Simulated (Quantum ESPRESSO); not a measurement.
TaAs:

```
CELL_PARAMETERS angstrom
-1.72181 1.72181 5.86794
1.72181 -1.72181 5.86794
1.72181 1.72181 -5.86794
ATOMIC_POSITIONS crystal
Ta 0.49997 0.49997 0.00000
Ta 0.24997 0.74997 0.50000
As 0.08263 0.08263 0.00000
As 0.83263 0.33263 0.50000
```

The cell is a database's computed one.

Base run:

| Property | Result |
| --- | --- |
| Program | Quantum ESPRESSO 7.5 |
| Functional | PBEsol |
| Potentials or basis | GBRV 1.5 PBEsol |
| Cutoff | 762 eV |
| Density cutoff | 6095 eV |
| k mesh | 11 × 11 × 11 |
| Occupations | fermi-dirac, width 0.05 eV |
| Spin | no spin polarisation |
| Hubbard terms | Ta d U = 3 eV |

Its results: band gap on the k mesh none (metal or under the smearing width); pressure -1.4 GPa; largest force 0.023 eV/Å.

After a change of settings the same cell gave: band gap on the k mesh none (metal or under the smearing width); pressure -0.1 GPa; largest force 0.023 eV/Å. Which change was it?
A. hubbard terms from Ta d U = 3 eV to Ta d U = 1 eV
B. hubbard terms from Ta d U = 3 eV to none
C. hubbard terms from Ta d U = 3 eV to Ta d U = 5 eV

C.

Caveats: U without spin polarisation on a metal has little footing; the U is typed as a test and isn't derived for this compound.
